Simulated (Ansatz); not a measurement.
# As5S: the cost of one run

Computed with Ansatz 0.2.0 (DFT PBE, scalar-relativistic, plane waves, PAW, unless a step's input says otherwise).

### Step 1. The structure to begin with

Symmetry: F-43m, No. 216, cubic system. Conventional cell: a = 8.315 Å, b = 8.315 Å, c = 8.315 Å, α = 90.00°, β = 90.00°, γ = 90.00°. As (site symmetry 3m) is surrounded by 6 As at 2.94 Å. As (site symmetry -43m) has 12 As at 3.45 Å and 4 S at 3.60 Å as nearest neighbours. Around S (site symmetry -43m) lie 16 As at 3.45 to 3.60 Å.

Structure file:

```
As S
1.0
     0.00000    4.15745    4.15745
     4.15745    0.00000    4.15745
     4.15745    4.15745    0.00000
As S
5 1
Direct
  0.37500 0.37500 0.87500
  0.37500 0.87500 0.37500
  0.87500 0.37500 0.37500
  0.37500 0.37500 0.37500
  0.75000 0.75000 0.75000
  0.00000 0.00000 0.00000
```

Recipe of the guess: species swapped into a database cell of Be5Au (F-43m, No. 216), with As on the Be sites and S on the Au sites. Lengths come from tabulated atomic sizes and are only a guess.

### Step 2. Probe: one point on a coarse mesh

Input file input.yaml:

```yaml
crystal:
  lattice:
    - [0.0, 4.15744741, 4.15744741]
    - [4.15744741, 0.0, 4.15744741]
    - [4.15744741, 4.15744741, 0.0]
  atoms:
    - { symbol: As, position: [0.375, 0.375, 0.875] }
    - { symbol: As, position: [0.375, 0.875, 0.375] }
    - { symbol: As, position: [0.875, 0.375, 0.375] }
    - { symbol: As, position: [0.375, 0.375, 0.375] }
    - { symbol: As, position: [0.75, 0.75, 0.75] }
    - { symbol: S, position: [0.0, 0.0, 0.0] }
basis:
  ecutwfc: 420
kpoints:
  mp_grid: { grid: [4, 4, 4] }
hamiltonian:
  xc: pbe
scf:
  occupations: { method: gaussian, width: 0.1 }
  lower_state_search: "off"
output:
  forces: true
  stress: true
  eigenvalues: true
```

Launch:

```console
ansatz run input.yaml --threads 1 --pin off --max-ram 2560MiB --backend cpu --events-out ev --progress --plain --runs-dir out
```

Q: Estimate wall time and peak memory on 1 thread of AMD EPYC (Zen 3), shared host.

About 6.8 s, with a peak of 0.37 GiB.
